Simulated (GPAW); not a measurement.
Input of a GPAW 26.7.0 run:

Contents of run.py:

```python
from ase import Atoms
from ase.dft.bandgap import bandgap
from ase.io import write
from gpaw import GPAW, PW

atoms = Atoms(['Pt', 'Se'],
              cell=[[3.7018703299, 0.0, 0.0],
                    [-1.850935165, 3.2059137472, 0.0],
                    [0.0, 0.0, 3.61284203]],
              scaled_positions=[[0.0, 0.0, 0.0],
                                [0.6666666667, 0.3333333333, 0.5]],
              pbc=True)

calc = GPAW(mode=PW(600),
            xc='TB09',
            kpts={'size': (8, 8, 7), 'gamma': True},
            occupations={'name': 'fermi-dirac', 'width': 0.05},
            nbands=22,
            convergence={'density': 1e-05, 'energy': 1e-05},
            eigensolver='cg',
            maxiter=150,
            txt='gpaw.txt')
atoms.calc = calc
energy = atoms.get_potential_energy()
calc.write('gs.gpw')
write('result.traj', atoms)
print('Fermi level:', round(calc.get_fermi_level(), 4), 'eV')
print(f'Gap: {bandgap(calc)[0]:.4f} eV, direct: {bandgap(calc, direct=True)[0]:.4f} eV')
```

Potentials or basis: GPAW PAW data sets for LDA (gpaw-data 1.2.1), pw.

Command:

```sh
$ OMP_NUM_THREADS=1 python run.py
```

**Question.** Estimate the band gap on the k mesh.

**Answer.** None (metal or under the smearing width).

Caveat: a model potential gives levels but no total energy. Spin-orbit coupling is left out, which matters for the levels of Pt.
